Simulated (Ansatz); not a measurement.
# SiGe (quintet): the correlation ladder, aug-cc-pVTZ

How much of the correlation energy of SiGe (quintet) does each wave-function method recover here?

Method: aug-cc-pVTZ, core rule «outside noble gas», up to 19 orbitals frozen; program: Ansatz 0.2.0, Gaussian basis.

The runs, in order: UHF; CCSD(T) on ROHF; CCSD(T) on UHF; BCCD(T) on ROHF; CCSDT(Q) on ROHF; CCSDT(Q) on UHF; CASSCF and MRCISD+Q, 8 electrons in 8 orbitals; CASSCF and NEVPT2, 8 electrons in 8 orbitals.

5 further runs of the same task are left out: 5 set aside as unsound or not needed.

## 1. The geometry

The geometry is a PBE0/def2-TZVPD stationary point (not a proven minimum) of the parent state, kept for this charge and spin. No spin-orbit coupling is included. The filled d shell of Ge may be among the frozen orbitals whatever the setting's name suggests; the logs give the count.

2 atoms, charge 0, spin multiplicity 5.

Atoms are counted from 1 here; the program's logs count them from 0.

Bond lengths: Si1–Ge2 2.463 Å.

As a file:

```tsv
atom	x (Å)	y (Å)	z (Å)
Si1	0.0000	0.0000	0.0000
Ge2	0.0000	0.0000	2.4635
```

## 2. UHF

File in.yaml:

```yaml
crystal:
  periodic: [false, false, false]
  atoms:
    - {symbol: Si, position_ang: [0.000000, 0.000000, 0.000000]}
    - {symbol: Ge, position_ang: [0.000000, 0.000000, 2.463500]}
basis:
  gaussian: {orbitals: aug-cc-pVTZ}
magnetization: {spin_polarized: true, initial_magnetization: 4}
hamiltonian: {xc: hf}
output: {orbitals: {seedname: orbitals}}
```

Started as:

```bash
$ ansatz run in.yaml --threads 1 --pin off --events-out ev --progress --plain --max-ram 2816MiB --backend cpu
```

Further steps of the session: CCSD(T) on ROHF; CCSD(T) on UHF; BCCD(T) on ROHF; CCSDT(Q) on ROHF; CCSDT(Q) on UHF; CASSCF and MRCISD+Q, 8 electrons in 8 orbitals; CASSCF and NEVPT2, 8 electrons in 8 orbitals.

Q: Predict the results of all the runs planned. Wanted: UCCSDT(Q) below the RHF energy; RMP2 from UCCSDT(Q); UMP2 from UCCSDT(Q); RCCSD from UCCSDT(Q); RCCSD(T) from UCCSDT(Q); UCCSD(T) from UCCSDT(Q); RCCSDT(Q) from UCCSDT(Q); NEVPT2 valence from UCCSDT(Q); MRCISD+Q valence from UCCSDT(Q).

As calculated:

| quantity | value |
| --- | --- |
| UCCSDT(Q) below the RHF energy | -4.8755 eV |
| RMP2 from UCCSDT(Q) | +1020.0 meV |
| UMP2 from UCCSDT(Q) | +1041.1 meV |
| RCCSD from UCCSDT(Q) | +340.1 meV |
| RCCSD(T) from UCCSDT(Q) | +75.9 meV |
| UCCSD(T) from UCCSDT(Q) | +64.5 meV |
| RCCSDT(Q) from UCCSDT(Q) | +12.2 meV |
| NEVPT2 valence from UCCSDT(Q) | +851.6 meV |
| MRCISD+Q valence from UCCSDT(Q) | +41.0 meV |
| levels within 1 kcal/mol (43 meV) | RCCSDT, UCCSDT, RCCSDT(Q), MRCISD+Q valence |
| T1 diagnostic | 0.020 |
| effectively unpaired electrons | 4.03 |

What this shows: RCCSD(T) lands +75.9 meV from the yardstick (1.6 % of the correlation energy). One determinant dominates. Of the multireference levels listed MRCISD+Q valence comes nearest in total energy (+41.0 meV), which doesn't show that its space is the better one. These misses are within one basis, not against nature; the frozen cores of restricted and unrestricted runs differ, which can shift their rows.
